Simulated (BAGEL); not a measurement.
# BH2S2Br (SMILES SB(S)Br) at RI-MP2/6-31G(d) (density fitting with qzvpp-jkfit, spherical functions)

What is the energy change on altering one bond length of BH2S2Br at RI-MP2/6-31G* (density fitting with qzvpp-jkfit, spherical functions)? 

Program for the calculation: BAGEL 1.2.2.

## (1) The structure to begin with

BH2S2Br: 6 atoms, total charge 0, spin state singlet. As SMILES, `SB(S)Br`. Geometry: relaxed at PBE0-D4/def2-TZVP. This is one conformer, not always the lowest.

Bond lengths: S1–B2 1.792 Å, B2–S3 1.791 Å, B2–Br4 1.920 Å, S1–H5 1.343 Å, S3–H6 1.345 Å. Angles: S1–B2–S3 121.6°, S1–B2–Br4 122.1°, S3–B2–Br4 116.3°, B2–S1–H5 97.0°, B2–S3–H6 97.1°.

## (2) The energy at RI-MP2/6-31G(d) (density fitting with qzvpp-jkfit, spherical functions)

input.json reads:

```json
{ "bagel" : [

{
  "title" : "molecule",
  "basis" : "6-31gs.json",
  "df_basis" : "qzvpp-jkfit",
  "angstrom" : true,
  "geometry" : [
    { "atom" : "S", "xyz" : [   -0.202900,    1.384700,   -0.466000 ] },
    { "atom" : "B", "xyz" : [   -0.107800,   -0.343700,   -0.003900 ] },
    { "atom" : "S", "xyz" : [    1.234500,   -0.975600,    0.999000 ] },
    { "atom" : "Br", "xyz" : [   -1.432900,   -1.619500,   -0.552900 ] },
    { "atom" : "H", "xyz" : [   -1.341200,    1.302300,   -1.173100 ] },
    { "atom" : "H", "xyz" : [    1.892300,    0.188000,    1.150600 ] }
  ]
},
{ "title" : "hf" },
{ "title" : "mp2", "ncore" : 20 }

]}
```

The basis set 6-31G* is read from a file made from the Basis Set Exchange's data (not shown).

Command:

```sh
$ BAGEL_NUM_THREADS=1 BAGEL input.json > input.out
```

The log of the run:

```text
* using 1 threads per process

  ===============================================================
  ===============================================================

  *** Geometry ***

  { "atom" : "S", "xyz" : [     -0.383425,      2.616704,     -0.880612 ] },
  { "atom" : "B", "xyz" : [     -0.203712,     -0.649499,     -0.007370 ] },
  { "atom" : "S", "xyz" : [      2.332867,     -1.843617,      1.887836 ] },
  { "atom" : "Br", "xyz" : [     -2.707789,     -3.060411,     -1.044830 ] },
  { "atom" : "H", "xyz" : [     -2.534501,      2.460990,     -2.216838 ] },
  { "atom" : "H", "xyz" : [      3.575929,      0.355269,      2.174319 ] },

  Number of auxiliary basis functions:      633

  Since a DF basis is specified, we compute 2- and 3-index integrals:
    o Being stored without compression. Storage requirement is 0.037 GB

  Number of basis functions:       86
  Number of electrons      :       74

    * METHOD: MOLECULE                             0.50

  *** RHF ***

  === Nuclear Repulsion ===
   354.6986681094

      * DIIS with orbital gradients will be used.

  === RHF iteration (6-31gs.json) ===
      0      -3393.00037685          0.00756129           0.16
      1      -3393.05453481          0.00281234           0.15
      2      -3393.06035775          0.00124365           0.15
      3      -3393.06153835          0.00021879           0.15
      4      -3393.06159353          0.00006956           0.15
      5      -3393.06159946          0.00002503           0.15
      6      -3393.06160029          0.00000797           0.15
      7      -3393.06160040          0.00000218           0.15
      8      -3393.06160041          0.00000073           0.15
      9      -3393.06160041          0.00000026           0.15
     10      -3393.06160041          0.00000007           0.15
     11      -3393.06160041          0.00000003           0.15
     12      -3393.06160041          0.00000001           0.15
    * SCF iteration converged.

    * Permanent dipole moment:
           (   -0.035247,    -0.510396,     0.095465) a.u.

    * METHOD: HF                                   2.35

  *** RHF ***

  === Nuclear Repulsion ===
   354.6986681094

      * DIIS with orbital gradients will be used.

  === RHF iteration (6-31gs.json) ===
      0      -3393.06160041          0.00000000           0.15
    * SCF iteration converged.

    * Permanent dipole moment:
           (   -0.035247,    -0.510396,     0.095465) a.u.

  === DF-MP2 calculation ===

    * freezing 20 orbitals
    * 3-index integral transformation done
    * assembly done

      MP2 correlation energy:   -0.5718432054      0.06

      MP2 total energy:       -3393.6334436127

    * METHOD: MP2                                  0.39

  ===============================================================
```

Wall time 3.6 s (1 thread of Arm Neoverse V1, shared host); peak memory 0.17 GiB.

## (3) The distorted shape, same level

mp2.json reads:

```json
{ "bagel" : [

{
  "title" : "molecule",
  "basis" : "6-31gs.json",
  "df_basis" : "qzvpp-jkfit",
  "angstrom" : true,
  "geometry" : [
    { "atom" : "S", "xyz" : [       0.707711,       1.450618,       0.099662 ] },
    { "atom" : "B", "xyz" : [       0.802811,      -0.277782,       0.561762 ] },
    { "atom" : "S", "xyz" : [       2.145111,      -0.909682,       1.564662 ] },
    { "atom" : "Br", "xyz" : [      -0.522289,      -1.553582,       0.012762 ] },
    { "atom" : "H", "xyz" : [      -1.341200,       1.302300,      -1.173100 ] },
    { "atom" : "H", "xyz" : [       2.802911,       0.253918,       1.716262 ] }
  ]
},

{ "title" : "hf" },

{ "title" : "mp2", "ncore" : 20 }

]}
```

The basis set 6-31G* is read from a file made from the Basis Set Exchange's data (not shown).

Command:

```sh
$ BAGEL_NUM_THREADS=1 BAGEL mp2.json > mp2.out
```

The log of the run:

```text
* using 1 threads per process

  ===============================================================
  ===============================================================

  *** Geometry ***

  { "atom" : "S", "xyz" : [      1.337380,      2.741271,      0.188334 ] },
  { "atom" : "B", "xyz" : [      1.517093,     -0.524932,      1.061576 ] },
  { "atom" : "S", "xyz" : [      4.053672,     -1.719050,      2.956783 ] },
  { "atom" : "Br", "xyz" : [     -0.986983,     -2.935844,      0.024117 ] },
  { "atom" : "H", "xyz" : [     -2.534501,      2.460990,     -2.216838 ] },
  { "atom" : "H", "xyz" : [      5.296734,      0.479835,      3.243265 ] },

  Number of auxiliary basis functions:      633

  Since a DF basis is specified, we compute 2- and 3-index integrals:
    o Being stored without compression. Storage requirement is 0.037 GB

  Number of basis functions:       86
  Number of electrons      :       74

    * METHOD: MOLECULE                             0.50

  *** RHF ***

  === Nuclear Repulsion ===
   350.8037884829

      * DIIS with orbital gradients will be used.

  === RHF iteration (6-31gs.json) ===
      0      -3392.82479757          0.00752486           0.16
      1      -3392.89290307          0.00329167           0.16
      2      -3392.90306732          0.00122109           0.15
      3      -3392.90526503          0.00035219           0.15
      4      -3392.90542818          0.00012099           0.15
      5      -3392.90545614          0.00004681           0.16
      6      -3392.90546147          0.00001771           0.16
      7      -3392.90546227          0.00000721           0.15
      8      -3392.90546239          0.00000276           0.15
      9      -3392.90546241          0.00000142           0.16
     10      -3392.90546242          0.00000057           0.15
     11      -3392.90546242          0.00000021           0.15
     12      -3392.90546242          0.00000008           0.15
     13      -3392.90546242          0.00000004           0.15
     14      -3392.90546242          0.00000001           0.15
     15      -3392.90546242          0.00000000           0.15
    * SCF iteration converged.

    * Permanent dipole moment:
           (   -0.014119,    -0.445706,     0.093928) a.u.

    * METHOD: HF                                   2.85

  *** RHF ***

  === Nuclear Repulsion ===
   350.8037884829

      * DIIS with orbital gradients will be used.

  === RHF iteration (6-31gs.json) ===
      0      -3392.90546242          0.00000000           0.15
    * SCF iteration converged.

    * Permanent dipole moment:
           (   -0.014118,    -0.445705,     0.093928) a.u.

  === DF-MP2 calculation ===

    * freezing 20 orbitals
    * 3-index integral transformation done
    * assembly done

      MP2 correlation energy:   -0.5998611593      0.06

      MP2 total energy:       -3393.5053235779

    * METHOD: MP2                                  0.39

  ===============================================================
```

It took 3.9 s on 1 thread of Arm Neoverse V1, shared host; peak memory 0.17 GiB.

## (4) Summary of results

At RI-MP2/6-31G* (density fitting with qzvpp-jkfit, spherical functions), 20 core orbitals frozen:

```
                                                         quantity           value
                                        first shape: total energy  -3393.63344 Eh
        first shape: correlation energy (20 core orbitals frozen)      -571.8 mEh
                                    distorted shape: total energy  -3393.50532 Eh
    distorted shape: correlation energy (20 core orbitals frozen)      -599.9 mEh
energy change with the S1–H5 bond stretched from 1.343 to 2.417 Å        3.486 eV
```

What this shows: With the S1–H5 bond stretched from 1.343 to 2.417 Å the energy rises by 3.49 eV (336 kJ/mol). The first shape isn't relaxed at this level, so the change isn't measured from a minimum. A restricted reference can't describe the breaking bond well at this length.
